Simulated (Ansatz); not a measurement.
# AlIr: squeezing one contact

An exercise on one series of results from a longer session: the logs are not shown, and one member is left open.

Method: DFT, PBEsol, PAW with Ansatz's default frozen-core files, scalar-relativistic, in Ansatz 0.2.0.

### The system as given

The structure is cubic, space group Pm-3m (No. 221). The conventional cell has a = 2.995 Å, b = 2.995 Å, c = 2.995 Å, α = 90.00°, β = 90.00°, γ = 90.00°. Al (site symmetry m-3m) is surrounded by 8 Ir at 2.59 Å. Ir (site symmetry m-3m) is surrounded by 8 Al at 2.59 Å.

As a file:

```cif
data_structure
_symmetry_space_group_name_H-M 'P 1'
_symmetry_Int_Tables_number 1
_cell_length_a 2.9946
_cell_length_b 2.9946
_cell_length_c 2.9946
_cell_angle_alpha 90.000
_cell_angle_beta 90.000
_cell_angle_gamma 90.000
_cell_volume 26.85
loop_
_atom_site_label
_atom_site_type_symbol
_atom_site_fract_x
_atom_site_fract_y
_atom_site_fract_z
_atom_site_occupancy
Al1 Al 0.00000 0.00000 0.00000 1
Ir1 Ir 0.50000 0.50000 0.50000 1
```

Atoms are numbered in the order of the input: Al1, Ir2.

The first run:

File input.yaml:

```yaml
crystal:
  lattice:
    - [2.99455485, 0.0, 0.0]
    - [0.0, 2.99455485, 0.0]
    - [0.0, 0.0, 2.99455485]
  atoms:
    - { symbol: Al, position: [0.0, 0.0, 0.0] }
    - { symbol: Ir, position: [0.5, 0.5, 0.5] }
kpoints:
  mp_grid: { grid: [10, 10, 10] }
scf:
  occupations: { method: fermi_dirac, width: 0.05 }
hamiltonian:
  xc: pbesol
  pseudopotentials: { kind: paw }
output:
  forces: true
  stress: true
  eigenvalues: true
  populations: true
  write_density: true
  write_potential: true
  elf: true
  volumetric_format: npy
```

Run with:

```sh
> ansatz run input.yaml --threads 1 --pin off --max-ram 2048MiB --backend cpu --events-out ev --progress --plain --runs-dir out
```

Steps of the session up to this table: Shortest bond scaled by 1, PAW; Shortest bond scaled by 1.1, PAW; Shortest bond scaled by 0.94, PAW; Shortest bond scaled by 0.88, PAW; Shortest bond scaled by 0.76, PAW.

One of the session's tables, all rows but one given; the rest of the session is left out.

```
method  length (Å)  F from the given length (eV/cell)  force along the bond (eV/Å)  pressure (GPa)  largest force (eV/Å)
   PAW       1.971                              2.308                       10.784           40.04                10.784
   PAW       2.282                                  ?                            ?               ?                     ?
   PAW       2.438                              0.091                        1.206            1.10                 1.206
   PAW       2.593                              0.000                        0.000           -1.06                 0.000
   PAW       2.853                              0.268                       -2.252            5.05                 2.252
```

Q: Estimate the row for PAW, 2.282 from the others.

**Answer.** F from the given length (eV/cell): 0.401; force along the bond (eV/Å): 2.911; pressure (GPa): 7.86; largest force (eV/Å): 2.911. In the column «F from the given length (eV/cell)» it lies between PAW, 2.853 (0.268) and PAW, 1.971 (2.308).
